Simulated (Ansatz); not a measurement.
# RPA@PBE/STO-3G run of AlClF2 (SMILES [F][Al]([F])[Cl])

What is the electronic atomisation energy of AlClF2 at RPA@PBE/STO-3G? 

The results are computed with Ansatz 0.2.0.

53 further runs of the same task are left out: 4 that didn't finish, 49 set aside as unsound or not needed.

## (1) The system as given

AlClF2 has 4 atoms, charge 0, and is taken as a singlet. SMILES: `[F][Al]([F])[Cl]`. Geometry: relaxed at PBE0-D4/def2-TZVP.

Bond lengths: F1–Al2 1.631 Å, Al2–F3 1.631 Å, Al2–Cl4 2.061 Å. Angles: F1–Al2–F3 119.0°, F1–Al2–Cl4 120.5°, F3–Al2–Cl4 120.5°.

## (2) A single-point energy at RPA@PBE/STO-3G

run.yaml

```yaml
crystal:
  periodic: [false, false, false]
  atoms:
    - {symbol: F, position_ang: [0.997200, 0.721760, 1.149640]}
    - {symbol: Al, position_ang: [0.069280, -0.050750, 0.053570]}
    - {symbol: F, position_ang: [0.273490, -1.653820, -0.164660]}
    - {symbol: Cl, position_ang: [-1.339980, 0.982810, -1.038560]}
basis:
  gaussian:
    orbitals: STO-3G
hamiltonian:
  xc: pbe
correlation:
  method: rpa
  frozen_orbitals: {Al: 5, Cl: 5, F: 1}
accuracy: high
```

Command:

```sh
ansatz run run.yaml --threads 1 --pin off --max-ram 3480MiB --events-out events.jsonl --progress --plain --runs-dir runs
```

Standard output:

```text
Warning: RAYON_NUM_THREADS=1 ignored (pool sized by the plan → 1); use --threads N
Functional definition: PBE
  name "PBE"
  parameter kappa = 0.804
  parameter beta = 0.06672455060314922
  exchange = pbe_x(kappa = kappa, mu = beta*pi^2/3)
  correlation = pbe_c(beta = beta)
524 factors; integrals over basis functions are off by at most 2.8e-8 eV
mean field evaluation 1: about -24244.5432 eV, gradient 3.0e1 eV
mean field evaluation 2: about -24244.5287 eV, gradient 3.0e1 eV
mean field evaluation 4: about -24247.7924 eV, gradient 7.3e0 eV
mean field evaluation 8: about -24248.0545 eV, gradient 3.1e-2 eV
mean field evaluation 16: about -24248.0545 eV, gradient 2.3e-8 eV
mean field -24248.05454672 eV, -891.0995686703 hartree, gradient 2.3e-8 eV, S^2 0.000000; 0 other end points of the search recorded, 0 dependent functions left out
12 core orbitals not correlated: weight in the atoms' cores, before any rotation towards them, 0.999 or more for the frozen orbitals, at most 0.000 for the correlated occupied ones
reference -24212.71006066 eV, -889.8006827649 hartree; 12, 12 occupied and 4, 4 virtual orbitals, 524 factors
Total energy: -24217.26654450 eV, -889.9681304577 hartree
```

Run time: 1.9 s. Hardware: 1 thread of Arm Neoverse V2, shared host; peak memory 0.11 GiB.

## (3) The Al atom

input.yaml

```yaml
crystal:
  periodic: [false, false, false]
  atoms:
    - {symbol: Al, position_ang: [0.000000, 0.000000, 0.000000]}
basis:
  gaussian:
    orbitals: STO-3G
magnetization:
  spin_polarized: true
  initial_magnetization: 1
hamiltonian:
  xc: pbe
correlation:
  method: rpa
  frozen_orbitals: {Al: 5}
accuracy: high
```

Run the same way, it converges to -238.91265 Eh (log not shown).

## (4) The Cl atom, same level

molecule.yaml

```yaml
crystal:
  periodic: [false, false, false]
  atoms:
    - {symbol: Cl, position_ang: [0.000000, 0.000000, 0.000000]}
basis:
  gaussian:
    orbitals: STO-3G
magnetization:
  spin_polarized: true
  initial_magnetization: 1
hamiltonian:
  xc: {name: PBE}
correlation:
  method: rpa
  frozen_orbitals: {Cl: 5}
accuracy: high
```

Run the same way, it converges to -454.57165 Eh (log not shown).

## (5) The F atom at the same level

molecule.yaml

```yaml
crystal:
  periodic: [false, false, false]
  atoms:
    - {symbol: F, position_ang: [0.000000, 0.000000, 0.000000]}
basis:
  gaussian:
    orbitals: STO-3G
hamiltonian:
  xc: {name: PBE}
magnetization:
  spin_polarized: true
  initial_magnetization: 1
correlation:
  method: rpa
  frozen_orbitals: {F: 1}
accuracy: high
```

Run the same way, it converges to -98.01752 Eh (log not shown).

## (6) What came out

Level: RPA@PBE/STO-3G, 12 core orbitals frozen.

```
                                  quantity          value
                    molecule: total energy  -889.96813 Eh
molecule: RPA correlation energy (valence)     -167.4 mEh
                     Al atom: total energy  -238.91265 Eh
 Al atom: RPA correlation energy (valence)      -57.5 mEh
Al atom: ⟨S²⟩ of the reference determinant          0.750
                     Cl atom: total energy  -454.57165 Eh
 Cl atom: RPA correlation energy (valence)      -29.7 mEh
Cl atom: ⟨S²⟩ of the reference determinant          0.750
                      F atom: total energy   -98.01752 Eh
  F atom: RPA correlation energy (valence)      -31.0 mEh
 F atom: ⟨S²⟩ of the reference determinant          0.750
             electronic atomisation energy      12.212 eV
```

What this shows: Taking the molecule apart into free atoms costs 12.21 eV (1178 kJ/mol), before zero-point energy and without spin-orbit coupling. In a minimal basis such a difference can be off by several eV, whatever the method.
